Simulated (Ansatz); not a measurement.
# CaWO4: the cost of one run

Computed with Ansatz 0.2.0 (DFT PBEsol, scalar-relativistic, plane waves, PAW, unless a step's input says otherwise).

2 further runs of the same task are left out: 2 set aside as unsound or not needed.

### 1 The starting structure

The structure is tetragonal, space group I4_1/a (No. 88). Conventional cell: a = 5.223 Å, b = 5.223 Å, c = 11.255 Å, α = 90.00°, β = 90.00°, γ = 90.00°. Around Ca (site symmetry -4) lie 8 O at 2.42 to 2.45 Å. W (site symmetry -4) is surrounded by 4 O at 1.79 Å. O (site symmetry 1) is surrounded by 1 W at 1.79 Å and 2 Ca at 2.42 to 2.45 Å.

Structure file:

```cif
data_structure
_symmetry_space_group_name_H-M 'P 1'
_symmetry_Int_Tables_number 1
_cell_length_a 6.7311
_cell_length_b 6.7311
_cell_length_c 6.7311
_cell_angle_alpha 134.342
_cell_angle_beta 134.342
_cell_angle_gamma 66.554
_cell_volume 153.51
loop_
_atom_site_label
_atom_site_type_symbol
_atom_site_fract_x
_atom_site_fract_y
_atom_site_fract_z
_atom_site_occupancy
Ca1 Ca 0.75000 0.25000 0.50000 1
Ca2 Ca 0.00000 0.00000 0.00000 1
W1 W 0.25000 0.75000 0.50000 1
W2 W 0.50000 0.50000 0.00000 1
O1 O 0.09533 0.99282 0.41422 1
O2 O 0.74282 0.82860 0.39749 1
O3 O 0.57860 0.68111 0.58578 1
O4 O 0.43111 0.34533 0.60251 1
O5 O 0.65467 0.25718 0.08578 1
O6 O 0.00718 0.42140 0.10251 1
O7 O 0.17140 0.56889 0.91422 1
O8 O 0.31889 0.90467 0.89749 1
```

It is the result of an earlier relaxation at this level (volume 12.79 Å³/atom; gap on the mesh: 4.09 eV).

### 2 Static run: bands, density of states and charges

Input file input.yaml:

```yaml
crystal:
  lattice:
    - [-2.6115035984, 2.6115035984, 5.627366132]
    - [2.6115035984, -2.6115035984, 5.627366132]
    - [2.6115035984, 2.6115035984, -5.627366132]
  atoms:
    - { symbol: Ca, position: [0.75, 0.25, 0.5] }
    - { symbol: Ca, position: [0.0, 0.0, 0.0] }
    - { symbol: W, position: [0.25, 0.75, 0.5] }
    - { symbol: W, position: [0.5, 0.5, 0.0] }
    - { symbol: O, position: [0.0953284113, 0.9928192765, 0.414221513] }
    - { symbol: O, position: [0.7428192765, 0.8285977634, 0.3974908652] }
    - { symbol: O, position: [0.5785977634, 0.6811068983, 0.585778487] }
    - { symbol: O, position: [0.4311068983, 0.3453284113, 0.6025091348] }
    - { symbol: O, position: [0.6546715887, 0.2571807235, 0.085778487] }
    - { symbol: O, position: [0.0071807235, 0.4214022366, 0.1025091348] }
    - { symbol: O, position: [0.1714022366, 0.5688931017, 0.914221513] }
    - { symbol: O, position: [0.3188931017, 0.9046715887, 0.8974908652] }
basis:
  ecutwfc: 420
kpoints:
  mp_grid: { grid: [6, 6, 6] }
  band_path:
    path:
      - [[0.0, 0.0, 0.0], [0.0, 0.0, 0.5], [0.25, 0.25, 0.25], [0.0, 0.5, 0.0], [0.0, 0.0, 0.0], [0.5, 0.5, -0.5], [0.30384073, 0.69615927, -0.30384073]]
      - [[-0.30384073, 0.30384073, 0.30384073], [0.0, 0.0, 0.0]]
      - [[0.0, 0.0, 0.5], [-0.10768146, 0.10768146, 0.5]]
      - [[0.5, 0.5, -0.10768146], [0.5, 0.5, -0.5]]
    npoints: 10
hamiltonian:
  xc: pbesol
scf:
  occupations: { method: gaussian, width: 0.02 }
  n_extra_bands: 30
output:
  forces: true
  stress: true
  eigenvalues: true
  populations: true
  dos: { projected: true, de: 0.02, nscf_kmesh: { grid: [9, 9, 9] } }
  bader: false
  write_density: true
  write_potential: true
  elf: true
  volumetric_format: npy
```

On the command line:

```bash
ansatz run input.yaml --threads 4 --pin off --max-ram 10240MiB --backend cpu --events-out ev --progress --plain --runs-dir out
```

Q: Estimate wall time and peak memory on 4 threads of Arm Neoverse V2, shared host.

About 35 s, with a peak of 1 GiB.
